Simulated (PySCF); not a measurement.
# Fe⁺: dipole response in aug-cc-pVTZ plus 1 even-tempered diffuse shell per l

Aim: the static polarisability and the C₆ coefficient of Fe⁺, method by method.

The numbers are computed with PySCF 2.14.0 (unrestricted determinants in a Gaussian basis, no spin-orbit coupling in the energies), except any that are marked as measured or tabulated.

**1. The atom as given**

```
Element     : iron (Z = 26)
Basis       : aug-cc-pVTZ with one added diffuse shell each of s, p, d, f, g type (9s8p6d4f3g, 118 functions)
Hamiltonian : the non-relativistic Hamiltonian (point nucleus)
State 1     : Fe⁺: [Ar] 3d5 4s2, high-spin 6S determinant (an excited configuration)
Methods     : UHF, PBE
```

The outer shells:

Fe+ [Ar] 3d5 4s2
```
[Ar] core
3d [↑ ][↑ ][↑ ][↑ ][↑ ]
4s [↑↓]
```

The runs were made by one driver on top of PySCF. The scripts below sum up each run's settings (the driver also hands on starting orbitals that pick excited configurations, and frozen orbitals as a list rather than a count), and the logs come from the driver's own runs. The driver starts from symmetry-adapted Hartree-Fock orbitals, holds the occupation by maximum overlap and uses a logarithmic radial grid for functionals, so a plain start would take other cycles.

The integrals over 118 functions and the set-up took 3.1 s of CPU time.

**2. Fe⁺ [Ar] 3d5 4s2: the ladder of methods**

Level: UHF.

Input file input.py:

```python
from pyscf import gto, scf, dft, mp, cc
import basis_set_exchange as bse
mol = gto.M(atom="Fe 0 0 0", charge=1, spin=5, symmetry="D2h",
            basis=gto.basis.parse(bse.get_basis("aug-cc-pVTZ", elements=["Fe"], fmt="nwchem", augment_diffuse=1)))
mf = scf.UHF(mol)
mf.irrep_nelec = {'Ag': (6, 4), 'B1g': (1, 0), 'B2g': (1, 0), 'B3g': (1, 0), 'B1u': (2, 2), 'B2u': (2, 2), 'B3u': (2, 2)}
mf.kernel()
```

The program printed:

```text
damping factor = 0
level_shift factor = 0
DIIS = <class 'pyscf.scf.diis.CDIIS'>
diis_start_cycle = 1
diis_space = 10
diis_damp = 0
SCF conv_tol = 1e-09
SCF conv_tol_grad = None
number electrons alpha = 15  beta = 10
cycle= 1 E= -1262.12834721354  delta_E= -2.49e-10  |g|= 4.74e-06  |ddm|= 9.51e-05
converged SCF energy = -1262.12834721354  <S^2> = 8.7570757  2S+1 = 6.0023581
```

It used 18 s of CPU time after the integrals (shared host).

Orbital energies by shell (radii are means over both spins):

```
shell  electrons  mean orbital energy (eV)  spread (eV)  rms radius (bohr)
 1s α          1                   -7127.7            0             0.0685
 1s β          1                   -7127.6            0             0.0685
 2s α          1                   -887.54            0              0.292
 2s β          1                   -882.94            0              0.292
 2p α          3                   -764.31            0              0.261
 2p β          3                   -759.81            0              0.261
 3s α          1                   -135.09            0              0.871
 3s β          1                   -122.51            0              0.871
 3p α          3                   -97.048            0              0.926
 3p β          3                   -81.862            0              0.926
 3d α          5                   -34.709            0               1.10
 4s α          1                   -16.799            0               2.89
 4s β          1                   -15.507            0               2.89
```

⟨S²⟩ = 8.757, ⟨L²⟩ = 0.00.

The driver then solved the coupled dipole response at imaginary frequencies: mean α = 37.14 bohr³, C₆ = 252.8 au for a like pair.

Level: PBE.

input.py, as changed from the run before:

```diff
@@ -4,3 +4,3 @@
             basis=gto.basis.parse(bse.get_basis("aug-cc-pVTZ", elements=["Fe"], fmt="nwchem", augment_diffuse=1)))
-mf = scf.UHF(mol)
+mf = dft.UKS(mol, xc="PBE")
 mf.irrep_nelec = {'Ag': (6, 4), 'B1g': (1, 0), 'B2g': (1, 0), 'B3g': (1, 0), 'B1u': (2, 2), 'B2u': (2, 2), 'B3u': (2, 2)}
```

The program printed:

```text
damping factor = 0
level_shift factor = 0
DIIS = <class 'pyscf.scf.diis.CDIIS'>
diis_start_cycle = 1
diis_space = 10
diis_damp = 0
SCF conv_tol = 1e-09
SCF conv_tol_grad = None
number electrons alpha = 15  beta = 10
XC functionals = PBE
    J. P. Perdew, K. Burke, and M. Ernzerhof.,  Phys. Rev. Lett. 77, 3865 (1996)
    J. P. Perdew, K. Burke, and M. Ernzerhof.,  Phys. Rev. Lett. 78, 1396 (1997)
    J. P. Perdew, K. Burke, and M. Ernzerhof.,  Phys. Rev. Lett. 77, 3865 (1996)
    J. P. Perdew, K. Burke, and M. Ernzerhof.,  Phys. Rev. Lett. 78, 1396 (1997)
cycle= 1 E= -1262.99323637273  delta_E= -0.0142  |g|= 0.0604  |ddm|= 1.16
cycle= 2 E= -1262.99299247701  delta_E= 0.000244  |g|= 0.071  |ddm|= 0.295
cycle= 3 E= -1262.99387950958  delta_E= -0.000887  |g|= 0.000379  |ddm|= 0.149
cycle= 4 E= -1262.99387953092  delta_E= -2.13e-08  |g|= 0.000124  |ddm|= 0.00269
cycle= 5 E= -1262.99387953486  delta_E= -3.95e-09  |g|= 7.51e-06  |ddm|= 0.000212
cycle= 6 E= -1262.99387953488  delta_E= -1.59e-11  |g|= 5.53e-08  |ddm|= 1.69e-05
converged SCF energy = -1262.99387953488  <S^2> = 8.7549189  2S+1 = 6.0016394
```

CPU time 14 s on a shared host, the integrals not counted.

The driver then solved the coupled dipole response at imaginary frequencies: mean α = 31.69 bohr³, C₆ = 204.4 au for a like pair.

Radial density 4πr²ρ of Fe⁺ at UHF:

```
r (bohr)  density  spin density
 0.00104    0.153         0.000
 0.00175    0.416         0.000
 0.00294     1.11         0.000
 0.00494     2.82         0.000
 0.00830     6.71         0.001
  0.0140     14.2         0.002
  0.0235     24.6         0.003
  0.0395     31.1         0.004
  0.0665     26.8         0.009
   0.112     26.0         0.059
   0.188     34.9         0.373
   0.316     20.0         1.758
   0.532     14.2         4.449
   0.895     13.7         4.453
    1.51     3.34         1.559
    2.53     1.04         0.143
    4.26    0.199        -0.024
    7.16  0.00306        -0.001
```

**3. The response side by side**

Fe⁺ [Ar] 3d5 4s2, in atomic units:

```
method  mean α  C₆ (like pair)  S(−4)
   UHF   37.14           252.8  775.9
   PBE   31.69           204.4  538.3
```

α(iu) at PBE:

```
u (hartree)  α(iu) (bohr³)
          0          31.69
     0.0500          30.41
      0.100          27.23
      0.200          19.62
      0.300          13.81
      0.500          7.675
      0.750          4.580
       1.00          3.175
       1.50          1.911
       2.00          1.331
       3.00         0.7808
       5.00         0.3731
```

**4. Summary of results**

```
             quantity                             value
α of Fe⁺ [Ar] 3d5 4s2  31.69 (PBE) to 37.14 (UHF) bohr³
```

What this shows: A single London oscillator with the computed α and C₆ of Fe⁺ [Ar] 3d5 4s2 at UHF would have ω = 4 C₆ / (3 α²) = 0.244 hartree. The basis is finite, and no extrapolation was made.
